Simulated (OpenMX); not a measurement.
Runs of OpenMX 3.8.5 on SiF. It takes space group Pm-3m (No. 221, cubic). The conventional cell has a = 3.029 Å, b = 3.029 Å, c = 3.029 Å, α = 90.00°, β = 90.00°, γ = 90.00°. Si (site symmetry m-3m) has 8 F at 2.62 Å as nearest neighbours. F (site symmetry m-3m) is surrounded by 8 Si at 2.62 Å. The cell was built by a generator and needn't be a form met in nature.

```tsv
task	level	potentials or basis	gap on the mesh (eV)	pressure (GPa)
single point	PBE+D3	OpenMX 2013 PBE set, Si7.0-s2p2d1, F6.0-s2p2d1, grid cutoff 400 Ry	none	-0.5
single point	PBE	OpenMX 2013 PBE set, Si7.0-s2p2d1, F6.0-s2p2d1, grid cutoff 400 Ry	none	0.2
band structure	LDA	OpenMX 2013 LDA set, Si7.0-s2p2d1, F6.0-s2p2d1, grid cutoff 400 Ry	-	(a)
band structure	PBE	OpenMX 2013 PBE set, Si7.0-s2p2d1, F6.0-s2p2d1, grid cutoff 400 Ry	-	0.2
single point	PBE+D4	OpenMX 2013 PBE set, Si7.0-s2p2d1, F6.0-s2p2d1, grid cutoff 400 Ry	none	-0.2
single point	PBE+D3(BJ)	OpenMX 2013 PBE set, Si7.0-s2p2d1, F6.0-s2p2d1, grid cutoff 400 Ry	none	-1.6
```

Alike in all rows: no spin polarisation; cell as given; k mesh 7 × 7 × 7; smearing fermi-dirac 0.05 eV.

Question: Estimate the missing entries.

Answer: (a) -5.9.

Caveats: the basis of atomic orbitals isn't converged, which shifts pressures, moduli and gaps; an odd number of electrons without spin polarisation forces a metal; a magnetic or distorted state may lie lower; pairwise dispersion overbinds metals, which lowers pressure and volume (some runs).

A k mesh can miss the band edges.

A gap of «none» marks a metal or a gap under the smearing width.

Not every run made on this cell is shown here.
